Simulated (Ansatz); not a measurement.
This script drives Ansatz 0.2.0, Python API.

The script, `ch4fgens.py`:
```python
"""Rigid torsion scan of CH4FGeNS."""

import warnings

import ansatz as az
from ase import Atoms

warnings.simplefilter("ignore", az.DeckWarning)

atoms = Atoms(["F", "Ge", "S", "C", "N", "H", "H", "H", "H"], positions=[
    [0.8411, -1.9788, 1.0968],
    [0.5272, -0.4435, 0.1983],
    [1.7249, 1.3214, 0.7599],
    [-0.9251, -0.2066, -0.9331],
    [-1.321, 0.0337, 0.4057],
    [2.9484, 0.5885, 0.7114],
    [-0.9581, 0.6936, -1.567],
    [-1.4076, -1.1479, -1.3003],
    [-1.3412, 1.0932, 0.6113],
])

# start the scan from a relaxed geometry
first = (
    az.Crystal.molecule_from_ase(atoms).calculation()
    .basis(gaussian="def2-SVP")
    .functional("pbe0")
    .relax(force_tolerance=0.02, max_steps=80)
)
atoms.positions = first.run(threads=1).report["positions_ang"]

start = atoms.get_dihedral(0, 1, 2, 5)
energies = {}
for turn in range(0, 360, 40):
    turned = atoms.copy()
    turned.set_dihedral(0, 1, 2, 5, start + turn, indices=[2, 5])
    base = az.Crystal.molecule_from_ase(turned).calculation()
    base = base.basis(gaussian="def2-SVP")
    base = base.correlation("mp2")
    energies[round((start + turn) % 360)] = base.run(threads=1).report["free_energy_ev"]
floor = min(energies.values())
print("dihedral F0-Ge1-S2-H5 (deg)   E - E(min) (eV)")
for angle, e in sorted(energies.items()):
    print(f"{angle:8d} {(e - floor):14.3f}  " + "#" * int(30 * (e - floor) / max(max(energies.values()) - floor, 1e-9)))
```

It is started by `python ch4fgens.py`. How long does it take on 1 thread of Arm Neoverse V1, on a shared host, and how much memory does it need?

It took about 2.1 min, with a peak of 0.36 GiB, for 10 runs of the engine.

`python ch4fgens.py` gives:
```text
dihedral F0-Ge1-S2-H5 (deg)   E - E(min) (eV)
      21          0.031  ###########
      61          0.000
     101          0.034  ############
     141          0.077  ############################
     181          0.082  ##############################
     221          0.073  ##########################
     261          0.043  ###############
     301          0.027  #########
     341          0.048  #################
```

The lowest point is at 61° and the highest at 181°, 0.082 eV (7.9 kJ/mol) above it, with the rest of the molecule held.

The scan is rigid and the energies are electronic, in a modest basis. With rigid groups the curve can differ much from the relaxed path, the start wasn't checked as a minimum of this torsion, and equivalent turns needn't return to the same energy. The start is relaxed with a density functional and scanned with the wavefunction method, so it isn't exactly that method's minimum.
